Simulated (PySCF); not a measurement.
# C4H7B: the cost of one run

Computed with PySCF 2.14.0, with density-fitted response routines of our own, on a single molecule in the gas phase. Atoms are numbered from 0 throughout.

## 1. The molecule as given

12 atoms, charge 0, multiplicity 1; geometry from: GFN2-xTB. The atoms were then displaced at random by about 0.01 Å, so the start is not that level's minimum.

Bonds of the start (Å): B0–C1 1.59, C1–C2 1.52, C2–C3 1.31, C3–C4 1.48, C4–C1 1.56, B0–H5 1.15, B0–H6 1.18, C1–H7 1.09, C2–H8 1.10, C3–H9 1.10, C4–H10 1.07, C4–H11 1.09.

## 2. Relaxing the molecule at PBE0-D3(BJ)/def2-SVP

What the job is given:

```
{"job": {"xc": "PBE0", "basis": "def2-SVP", "d3": "d3bj", "grid": 1, "shake": 0.01, "kind": "geom"}, "charge": 0, "multiplicity": 1}
B      1.753740    -0.250520     0.527780
C      0.278970    -0.532400     0.017100
C     -0.922390    -0.166380     0.875830
C     -1.434500     0.601420    -0.047050
C     -0.400450     0.347540    -1.079730
H      2.040210    -0.550330     1.599220
H      2.520900     0.297900    -0.173800
H      0.275620    -1.586270    -0.255540
H     -1.152990    -0.431710     1.913450
H     -2.365520     1.191380    -0.074350
H     -0.732380    -0.182520    -1.952600
H      0.178470     1.233620    -1.359330
```

On the command line:

```sh
$ OMP_NUM_THREADS=1 python probes_run.py task.json out
```

This one command runs all jobs of the session in turn.

**Question.** How long does this first job take on 1 thread of Arm Neoverse V1, shared host, and how much memory does it need?

About 47 s, with a peak of 0.44 GiB.
